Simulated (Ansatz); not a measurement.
A nudged elastic band was laid between two geometries of a periodic cell of 17 atoms, Be₁₆H (host Be, host structure hcp, interstitial H).

Level of theory: DFT PBE, scalar-relativistic, plane waves, PAW (Ansatz 0.2.0). Settings: cutoff 420 eV, k mesh 4x4x3, fermi-dirac smearing 0.15 eV, no spin polarisation.

```
movable images  : 3
climbing image  : yes
spring          : 2.0 eV/Å²
optimiser       : quadratic models (default)
start path      : IDPP
force threshold : 0.05 eV/Å
iteration limit : 80
end points      : relaxed
```

Initial state:

```xyz
17
Lattice="-2.2900 -3.9664 0.0000 3.4350 -1.9832 0.0000 0.0000 0.0000 7.1769" Properties=species:S:1:pos:R:3
Be 0.000 -3.968 -0.035
Be 0.001 -2.531 1.799
Be 0.002 -3.969 3.624
Be 0.000 -2.643 5.394
Be -1.148 -1.982 0.019
Be 2.248 -2.621 1.817
Be -1.143 -1.977 3.615
Be 2.286 -2.643 5.405
Be 1.140 -1.982 0.007
Be 1.046 -0.720 1.799
Be 1.140 -1.982 3.619
Be 1.142 -0.664 5.394
Be -0.004 -0.001 0.019
Be 1.258 -4.694 1.806
Be -0.005 -0.006 3.615
Be 1.153 -4.634 5.399
H 0.006 -3.971 2.003
```

Final state:

```xyz
17
Lattice="-2.2900 -3.9664 0.0000 3.4350 -1.9832 0.0000 0.0000 0.0000 7.1769" Properties=species:S:1:pos:R:3
Be -0.004 -3.971 -0.010
Be -0.005 -2.645 1.760
Be -0.005 -4.084 3.585
Be -0.004 -2.647 5.418
Be -1.157 -1.981 -0.015
Be 2.292 -2.641 1.770
Be -1.263 -1.920 3.579
Be 2.289 -2.648 5.366
Be 1.144 -1.984 -0.010
Be 1.146 -0.666 1.766
Be 1.240 -1.926 3.586
Be 1.145 -0.666 5.378
Be 0.001 -0.005 -0.020
Be 1.140 -4.637 1.770
Be 0.038 -0.026 3.568
Be 1.143 -4.632 5.366
H -0.010 -2.642 3.386
```

Problem. What changes between the two ends?

Solution. Contacts lost: Be10–H17, Be14–H17. Contacts made: Be7–H17, Be11–H17. The atom that moves furthest is H17, by 1.92 Å.

Problem. What energy profile does the band end with?

Solution. It converged. The highest image is number 1 of 0 to 4, 0.36 eV above the ends, which have the same energy within 2 meV. The profile has 2 maxima (images 1, 3) with wells between them (image 2): this band takes more than one step, which may be the mechanism or a detour left from its start path. By the program's own check the climbing image is of a kind that is not told: the force calls were inconclusive, a negative curvature could not be distinguished from the path's own, the only one lies far off the path, or fixed occupations may fill a level only in part (lowest curvatures found: -2.28 and 2.86 eV/Å²). Limits of this set-up: coarse k mesh, odd electron count without spin.

| image | path coordinate (Å) | energy (eV) | Be10–H17 (Å) | Be14–H17 (Å) | Be7–H17 (Å) |
| --- | --- | --- | --- | --- | --- |
| 0 | 0.00 | 0.00 | 1.45 | 1.46 | 2.80 |
| 1 | 0.77 | 0.36 | 1.41 | 2.06 | 2.19 |
| 2 | 1.51 | 0.17 | 1.67 | 1.63 | 1.63 |
| 3 | 2.25 | 0.34 | 2.21 | 2.18 | 1.42 |
| 4 | 2.99 | 0.00 | 2.81 | 2.80 | 1.46 |

Problem. What is the geometry of the highest image?

Solution. 
```xyz
17
Lattice="-2.2900 -3.9664 0.0000 3.4350 -1.9832 0.0000 0.0000 0.0000 7.1769" Properties=species:S:1:pos:R:3:forces:R:3
Be 0.026 -3.964 -0.050 0.00 0.00 0.00
Be 0.064 -2.565 1.723 0.00 0.01 0.01
Be 0.087 -3.997 3.675 0.00 -0.01 0.00
Be 0.035 -2.638 5.372 0.00 0.00 0.00
Be -1.115 -1.976 0.011 0.00 0.00 0.00
Be 2.307 -2.636 1.818 0.00 0.00 0.00
Be -1.136 -1.939 3.634 0.00 0.00 0.00
Be 2.309 -2.638 5.407 0.00 0.00 0.00
Be 1.190 -1.991 -0.032 0.00 0.00 0.00
Be 1.116 -0.730 1.722 0.02 0.00 0.01
Be 1.172 -1.981 3.604 0.00 0.00 0.00
Be 1.172 -0.668 5.371 0.00 0.00 0.00
Be 0.024 -0.002 0.010 0.00 0.00 0.00
Be 1.207 -4.647 1.799 0.01 0.00 0.00
Be -0.020 -0.003 3.634 0.00 0.00 0.00
Be 1.208 -4.646 5.431 0.00 0.00 0.00
H -0.522 -3.650 2.407 -0.01 0.01 -0.01
```

The band took 9 iterations and roughly 6 core-minutes.

The run took 5.5 min on 1 thread of AMD EPYC 7R13 Processor (Zen 3), with other jobs on the host, peak memory 0.61 GiB.
